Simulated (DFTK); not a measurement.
Pb under changes of volume

One of the cells (30.323 Å³/atom); the others are scaled copies at fixed shape and fractional positions:

```
Pb
1.0
     0.00000    2.47502    2.47502
     2.47502    0.00000    2.47502
     2.47502    2.47502    0.00000
Pb
1
Direct
  0.00000 0.00000 0.00000
```

| Property | Result |
| --- | --- |
| Program | DFTK 0.8.2 |
| Functional | PBEsol |
| Potentials or basis | dojo.nc.sr.pbesol.v0_4_1.standard.upf (PBEsol) |
| Cutoff | 925 eV |
| k mesh | 9 × 9 × 9 |
| Occupations | fermi-dirac, width 0.05 eV |
| Spin | no spin polarisation |

| volume (Å³/atom) | energy over the lowest point (meV/atom) | pressure (GPa) |
| --- | --- | --- |
| 28.503 | ? | ? |
| 29.110 | 3.63 | 1.5 |
| 29.716 | 0.00 | 0.4 |
| 30.323 | 0.42 | -0.6 |
| 30.929 | 4.39 | -1.5 |
| 31.535 | 11.38 | -2.2 |
| 32.142 | 20.99 | -2.9 |

Task: What does the run at 28.503 Å³/atom give?

Result: Energy over the lowest point 11.82 meV/atom; pressure 2.8 GPa.

Worked out: A Birch-Murnaghan fit of order 3 (a polynomial in V^(-2/3)) to the other rows has its minimum at 29.95 Å³/atom with B0 = V·E''(V) = 50 GPa and B' = 6.2. It gives 12.00 meV/atom at 28.503 Å³/atom, against the run's 11.82, and -dE/dV = 2.9 GPa, against 2.8.

Energies are extrapolated to zero smearing.
